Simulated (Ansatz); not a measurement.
Write a Python script for the Ansatz DFT code, driven from Python that makes a geometry optimisation of CHAlFNO, SMILES O=C=[N][AlH][F]. Use: PBE0, def2-SVP basis, multiplicity 1.

Input file `chalfno.xyz`:
```text
6

O     1.06350   -2.15080   -1.34830
C     0.55590   -1.50660   -0.38030
N     0.05960   -0.88460    0.61280
Al   -0.35720    0.95480    0.46420
F    -0.26080    1.78860   -1.12790
H    -1.01890    1.73470    1.73330
```

The script, `opt_chalfno.py`:
```python
import ansatz as az
import numpy as np

BASIS_SET = "def2-SVP"
FUNCTIONAL = "PBE0"

geometry = az.Crystal.molecule_from_extxyz("chalfno.xyz")

calculation = (
    geometry.calculation()
    .basis(gaussian=BASIS_SET)
    .functional(FUNCTIONAL)
)
symbols = [site.symbol for site in geometry.cartesian_sites]
start = np.array([site.position_ang for site in geometry.cartesian_sites], dtype=float)
def progress(event):
    if event["event"] == "relax_step":
        row = event["data"]
        print(f"step {row['step']:3d}  E = {row['lagrangian_ev']:.6f} eV  largest force component {row['allowed_force_max_ev_ang']:.4f} eV/A")


report = calculation.relax(force_tolerance=0.01, max_steps=100).session().plan().execute(on_event=progress).report
end = np.array(report["positions_ang"])

print(f"E = {report['free_energy_ev']:.6f} eV = {report['free_energy_ev'] / 27.211386246:.7f} Ha")
print("converged:", report["converged"], " doubts:", report["published_state_doubts"] or "none")

print("final positions (A) and the move of each atom")
for symbol, xyz, old in zip(symbols, end, start):
    print(f"{symbol:2s} {xyz[0]:10.5f} {xyz[1]:10.5f} {xyz[2]:10.5f}   {np.linalg.norm(xyz - old):7.4f}")
```

Running `python opt_chalfno.py` prints:
```text
step   1  E = -13887.592938 eV  largest force component 6.2715 eV/A
step   2  E = -13888.490544 eV  largest force component 1.6520 eV/A
step   3  E = -13888.621449 eV  largest force component 1.0170 eV/A
step   4  E = -13888.686670 eV  largest force component 0.3581 eV/A
step   5  E = -13888.709496 eV  largest force component 1.5146 eV/A
step   6  E = -13888.800539 eV  largest force component 0.4404 eV/A
step   7  E = -13888.814985 eV  largest force component 0.2384 eV/A
step   8  E = -13888.827173 eV  largest force component 0.0888 eV/A
step   9  E = -13888.829375 eV  largest force component 0.1639 eV/A
step  10  E = -13888.832264 eV  largest force component 0.1430 eV/A
step  11  E = -13888.833693 eV  largest force component 0.0182 eV/A
step  12  E = -13888.833834 eV  largest force component 0.0037 eV/A
E = -13888.833860 eV = -510.4052302 Ha
converged: True  doubts: none
final positions (A) and the move of each atom
O     1.03578   -2.63709   -0.77633    0.7513
C     0.62285   -1.59586   -0.45179    0.1325
N     0.19614   -0.52477   -0.11051    0.8193
Al   -0.42377    1.06549    0.34273    0.1773
F    -0.48115    2.22605   -0.84080    0.5678
H    -0.90775    1.40228    1.79049    0.3551
```

Total energies depend on the basis set; only differences at equal settings carry meaning. The end point is the stationary point reached from this start; no frequency run checks that it is a minimum, and the basis set is modest. Wall time of the script: 29 s on 1 thread of AMD EPYC 9B14 (Zen 4), with other jobs on the host, peak memory 0.25 GiB.
